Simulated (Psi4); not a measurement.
# InCl (SMILES [Cl][In]): CCSD(T)/def2-SVP (core potential, sweep point 4)

Aim: the vertical ionisation energy of InCl at CCSD(T)/def2-SVP (core potential, sweep point 4), from 2 runs. 

The results are computed with Psi4 1.11.

4 further runs of the same task are left out: 4 set aside as unsound or not needed.

## 1. The structure to begin with

The species is InCl (2 atoms), meant as a singlet with charge 0. SMILES: `[Cl][In]`. The shape comes from GFN2-xTB, which is rough for such elements, and wasn't checked as a minimum.

Bond lengths: Cl1–In2 2.386 Å.

## 2. A single-point energy at CCSD(T)/def2-SVP (core potential, sweep point 4)

Contents of input.dat:

```
memory 1.6 GB

molecule {
  Cl     0.000000     0.000000     0.000000
  In     0.000000     0.000000     2.385660
  symmetry c1
}

set {
  basis           def2-SVP
  puream          true
  scf_type        pk
  num_frozen_docc 9
  d_convergence   1e-05
  e_convergence   1e-05
}

energy_value, wavefunction = energy("ccsd(t)", return_wfn=True)
```

On the command line:

```sh
psi4 -n 1 input.dat output.dat
```

output.dat:

```text
[...]
    !!!  WARNING: ECP capability is in beta. Please check occupations closely.  !!!
[...]
  Running in c1 symmetry.
[...]
  Nuclear repulsion =   79.188259940305812
[...]
  Multiplicity = 1
[...]
  Nalpha       = 19
  Nbeta        = 19
[...]
    Number of basis functions: 44
[...]
   @RHF iter   1:  -648.61092059325506   -1.34625e+00   5.71985e-03 ADIIS/DIIS
[...]
   @RHF iter   6:  -648.64721285848589   -1.00798e-06   4.00666e-06 DIIS
[...]
    Orbital Energies [Eh]
    ---------------------
    Doubly Occupied:
       1A   -104.732035     2A    -10.494512     3A     -7.968487
       4A     -7.966963     5A     -7.966963     6A     -5.394625
       7A     -3.649635     8A     -3.649635     9A     -3.644526
      10A     -1.059353    11A     -1.035997    12A     -1.035996
      13A     -1.030706    14A     -1.030706    15A     -0.990708
      16A     -0.500797    17A     -0.418908    18A     -0.418908
      19A     -0.331284
[...]
  @RHF Final Energy:  -648.64721285848589
   => Energetics <=
    Nuclear Repulsion Energy =             79.1882599403058123
    One-Electron Energy =               -1129.0301009310710469
    Two-Electron Energy =                 401.1946281322792629
    Total Energy =                       -648.6472128584858865
[...]
 Multipole Moments:
 ------------------------------------------------------------------------------------
     Multipole            Electronic (a.u.)      Nuclear  (a.u.)        Total (a.u.)
 ------------------------------------------------------------------------------------
 L = 1.  Multiply by 2.5417464519 to convert [e a0] to [Debye]
 Dipole X            :          0.0000000            0.0000000            0.0000000
 Dipole Y            :         -0.0000000            0.0000000           -0.0000000
 Dipole Z            :         37.8593982          -36.6687104            1.1906878
 Magnitude           :                                                    1.1906878
[...]
      * MP2 total energy                      = -648.841044822168556
[...]
      * CCSD total energy                     = -648.863933387343991
[...]
      * CCSD(T) total energy                  = -648.869682352560517
[...]
```

Wall time 3.6 s (1 thread of Intel Xeon 6975P-C (Granite Rapids), shared host); peak memory 0.21 GiB.

## 3. The doublet cation, same level

Contents of input.dat:

```
memory 1600 MB

molecule molecule1 {
  1 2
  Cl     0.000000     0.000000     0.000000
  In     0.000000     0.000000     2.385660
  units angstrom
  symmetry c1
}

set basis def2-SVP
set reference uhf
set puream true
set scf_type pk
set num_frozen_docc 9
set d_convergence 1e-05
set e_convergence 1e-05
set maxiter 100

energy_value, wavefunction = energy("ccsd(t)", return_wfn=True)
print_variables()
```

On the command line:

```sh
psi4 input.dat output.dat -n 1
```

output.dat:

```text
[...]
    !!!  WARNING: ECP capability is in beta. Please check occupations closely.  !!!
[...]
  Running in c1 symmetry.
[...]
  Nuclear repulsion =   79.188259940305812
[...]
  Multiplicity = 2
[...]
  Nalpha       = 19
  Nbeta        = 18
[...]
    Number of basis functions: 44
[...]
   @UHF iter   1:  -648.26775228720885   -1.00308e+00   5.60551e-03 ADIIS/DIIS
[...]
   @UHF iter   9:  -648.33715449852923   -7.81890e-07   3.04825e-06 DIIS
[...]
   @S^2 Observed:                7.877960171E-01
[...]
    Orbital Energies [Eh]
    ---------------------
    Alpha Occupied:
       1A   -105.005867     2A    -10.765924     3A     -8.248818
       4A     -8.235686     5A     -8.235686     6A     -5.686213
       7A     -3.940255     8A     -3.940255     9A     -3.936918
      10A     -1.344249    11A     -1.325717    12A     -1.325716
      13A     -1.322101    14A     -1.322101    15A     -1.265808
      16A     -0.769568    17A     -0.662923    18A     -0.662923
      19A     -0.627656
    Alpha Virtual:
      20A     -0.195996    21A     -0.195996    22A     -0.110338
      23A      0.035580    24A      0.077190    25A      0.077190
[...]
  @UHF Final Energy:  -648.33715449852923
   => Energetics <=
    Nuclear Repulsion Energy =             79.1882599403058123
    One-Electron Energy =               -1118.6628300858601506
    Two-Electron Energy =                 391.1374156470249659
    Total Energy =                       -648.3371544985293440
  UHF NO Occupations:
  HONO-2 :   17  A 1.9994668
  HONO-1 :   18  A 1.9819969
[...]
 Multipole Moments:
 ------------------------------------------------------------------------------------
     Multipole            Electronic (a.u.)      Nuclear  (a.u.)        Total (a.u.)
 ------------------------------------------------------------------------------------
 L = 1.  Multiply by 2.5417464519 to convert [e a0] to [Debye]
 Dipole X            :         -0.0000000            0.0000000           -0.0000000
 Dipole Y            :          0.0000000            0.0000000            0.0000000
 Dipole Z            :         38.2400630          -36.6687104            1.5713526
 Magnitude           :                                                    1.5713526
[...]
      * MP2 total energy                      = -648.510129939279750
[...]
      * CCSD total energy                     = -648.531143297548510
[...]
      * CCSD(T) total energy                     = -648.537012441420302
[...]
```

It took 16 s on 1 thread of Intel Xeon 6975P-C (Granite Rapids), shared host; peak memory 0.21 GiB.

## 4. What came out

Level: CCSD(T)/def2-SVP (core potential, sweep point 4), 9 core orbitals frozen.

| quantity | value |
| --- | --- |
| singlet InCl: total energy | -648.86968 Eh |
| singlet InCl: HOMO energy (Hartree–Fock orbitals) | -9.01 eV |
| singlet InCl: LUMO energy (Hartree–Fock orbitals) | 0.70 eV |
| singlet InCl: HOMO–LUMO gap (Hartree–Fock orbitals) | 9.71 eV |
| singlet InCl: correlation energy (9 core orbitals frozen) | -222.5 mEh |
| singlet InCl: (T) correction | -5.75 mEh |
| singlet InCl: T1 diagnostic | 0.011 |
| doublet cation: total energy | -648.53701 Eh |
| doublet cation: HOMO energy (Hartree–Fock orbitals) (highest over α and β) | -17.08 eV |
| doublet cation: LUMO energy (Hartree–Fock orbitals) (lowest over α and β) | -7.87 eV |
| doublet cation: correlation energy (9 core orbitals frozen) | -199.9 mEh |
| doublet cation: (T) correction | -5.87 mEh |
| doublet cation: ⟨S²⟩ of the reference determinant | 0.788 |
| doublet cation: T1 diagnostic | 0.022 |
| vertical ionisation energy (to the doublet cation) | 9.052 eV |

In words: The vertical ionisation energy comes to 9.05 eV (209 kcal/mol). The triples (singlet InCl) make up 2.6 % of the correlation energy. The triples (doublet cation) make up 2.9 % of the correlation energy.
